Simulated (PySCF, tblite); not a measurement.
# C3H14GeN2Si2: geometry, infrared bands and NMR shifts

What infrared bands and NMR shifts should C3H14GeN2Si2 (`C=C(C)[SiH2][NH][GeH2][NH][SiH3]`) show?

Computed with tblite 0.8.0 and PySCF 2.14.0, with density-fitted response routines of our own, on a single molecule in the gas phase. Atoms count from 0, in the outputs and in this text.

### Step 1. Starting geometry

22 atoms, charge 0, multiplicity 1; geometry from: force field or distance geometry start.

Bonds of the start (Å): C0–C1 1.33, C1–C2 1.49, C1–Si3 1.86, Si3–N4 1.80, N4–Ge5 1.88, Ge5–N6 1.87, N6–Si7 1.80, C0–H8 1.09, C0–H9 1.09, C2–H10 1.10, C2–H11 1.11, C2–H12 1.13, Si3–H13 1.47, Si3–H14 1.48, N4–H15 1.05, Ge5–H16 1.55, Ge5–H17 1.55, N6–H18 1.03, Si7–H19 1.47, Si7–H20 1.47, Si7–H21 1.47.

### Step 2. Relaxing the molecule with GFN2-xTB

Job settings and geometry (Å):

```
{"job": {"kind": "relax", "xc": "GFN2-xTB", "basis": "xTB"}, "charge": 0, "multiplicity": 1}
C     -3.024800    -0.914600     0.476000
C     -2.103900     0.048400     0.412900
C     -2.282400     1.237800    -0.458800
Si    -0.553100    -0.116600     1.424800
N      0.351000    -1.589300     0.938700
Ge     0.872000    -1.361900    -0.851000
N      1.790700     0.256400    -1.072800
Si     3.384000     0.098300    -0.252900
H     -2.898000    -1.788900     1.109300
H     -3.946400    -0.833600    -0.107800
H     -1.426500     1.928700    -0.399400
H     -2.404700     0.910800    -1.516000
H     -3.209400     1.795300    -0.144000
H      0.301100     1.064900     1.266500
H     -0.921100    -0.235400     2.854100
H      1.219700    -1.619200     1.519200
H      1.786400    -2.540200    -1.270300
H     -0.382900    -1.362700    -1.753100
H      1.983400     0.353000    -2.084600
H      3.188500    -0.019200     1.201900
H      4.080000    -1.087500    -0.758600
H      4.186000     1.291500    -0.535000
```

On the command line:

```
OMP_NUM_THREADS=1 python probes_run.py task.json out
```

This one command runs all jobs of the session in turn.

**Question.** This job is followed by: GFN2-xTB harmonic vibrations, gas phase; GIAO PBE0/pcSseg-1 NMR shielding, non-relativistic, gas phase. What will the session give for the following? strongest single infrared mode (GFN2-xTB); zero-point energy (GFN2-xTB); ¹³C shifts against TMS (PBE0/pcSseg-1); ¹H shifts against TMS (PBE0/pcSseg-1, means over atoms taken as alike); ²⁹Si shifts against TMS (PBE0/pcSseg-1); ¹⁵N shifts against NH3 (PBE0/pcSseg-1); ⁷³Ge shifts against GeMe4 (PBE0/pcSseg-1); surface potential, 1st and 99th percentile.

The runs gave:

| quantity | value |
| --- | --- |
| strongest single infrared mode (GFN2-xTB) | 2017 cm⁻¹, 457 km/mol |
| zero-point energy (GFN2-xTB) | 96.7 kcal/mol |
| ¹³C shifts against TMS (PBE0/pcSseg-1) | 151.0, 138.1, 30.7 ppm |
| ¹H shifts against TMS (PBE0/pcSseg-1, means over atoms taken as alike) | 6.36, 5.86, 5.13, 4.82, 4.80, 2.14, 0.29, 0.11 ppm |
| ²⁹Si shifts against TMS (PBE0/pcSseg-1) | -34.7, -55.9 ppm |
| ¹⁵N shifts against NH3 (PBE0/pcSseg-1) | 28.7, 18.1 ppm |
| ⁷³Ge shifts against GeMe4 (PBE0/pcSseg-1) | -49 ppm |
| surface potential, 1st and 99th percentile | -0.94 V and 1.50 V |

In words: Over 154 steps the energy fell by 0.659 eV; of the close pairs, N6–Si7 changed most, 1.799 to 1.729 Å. The lowest mode is slightly imaginary (16i cm⁻¹), a soft motion within the noise of the Hessian, so the minimum is not strictly shown. The strongest single mode, at 2017 cm⁻¹, moves mainly H17 and H16. Unscaled tight-binding wavenumbers are off by several per cent, some by more. Its intensities can rank the bands wrongly. The most deshielded carbon is C1 (fully substituted alkene carbon), at 151.0 ppm: an sp2 carbon of a C=C bond. By nearest atom (PBE0/pcSseg-1), the HOMO sits on N4, N6 about 34 % each and the LUMO on C0, C1 about 23 % each; Si3 9 %. Spin-orbit coupling is left out, which matters for shieldings and couplings at and beside the heavy atoms.
